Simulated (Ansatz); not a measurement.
Runs of Ansatz 0.2.0 on BiS. The structure is cubic, space group Pm-3m (No. 221). The conventional cell has a = 4.003 Å, b = 4.003 Å, c = 4.003 Å, α = 90.00°, β = 90.00°, γ = 90.00°. Around Bi (site symmetry m-3m) lie 8 S at 3.47 Å. S (site symmetry m-3m) has 8 Bi at 3.47 Å as nearest neighbours. The cell was built by a generator and needn't be a form met in nature.

```tsv
task	level	spin	cell	k mesh	cutoff (eV)	points for each segment of the path	gap on the mesh (eV)	pressure (GPa)	relaxed volume (Å³/atom)
relaxation of cell and atoms	PBEsol+D4	off	relaxed	7 × 7 × 7	420	-	none	0.0	21.58
relaxation of cell and atoms	RPBE+D3(BJ)	off	relaxed	7 × 7 × 7	420	-	none	0.0	(a)
relaxation of cell and atoms	PBEsol+D3(BJ)	off	relaxed	7 × 7 × 7	420	-	none	0.0	21.22
band structure	r2SCAN	SOC, no magnetisation	as given	5 × 5 × 5	500	14	none	-9.8	-
```

Alike in all rows: potentials or basis Ansatz PAW; smearing fermi-dirac 0.05 eV.

**Question.** Estimate the missing entries.

**Answer.** (a) 17.83.

Caveats: the PAW data sets come from PBE, with cores solved anew for the run's functional, which leaves a small shift of forces and pressure; the volume moved by over 15 % at a fixed basis, so the end points are rough (some runs); the plane-wave basis is chosen anew once the cell has moved, so the energies of steps on either side of that aren't comparable (some runs); spin-orbit coupling is left out, which moves the levels of the heavy elements (some runs); pairwise dispersion overbinds metals, which lowers pressure and volume (some runs).

A k mesh can miss the band edges, and rows without SOC leave out spin-orbit coupling on Bi.

A gap of «none» marks a metal or a gap under the smearing width.

Runs at the PBE level aren't shown here.
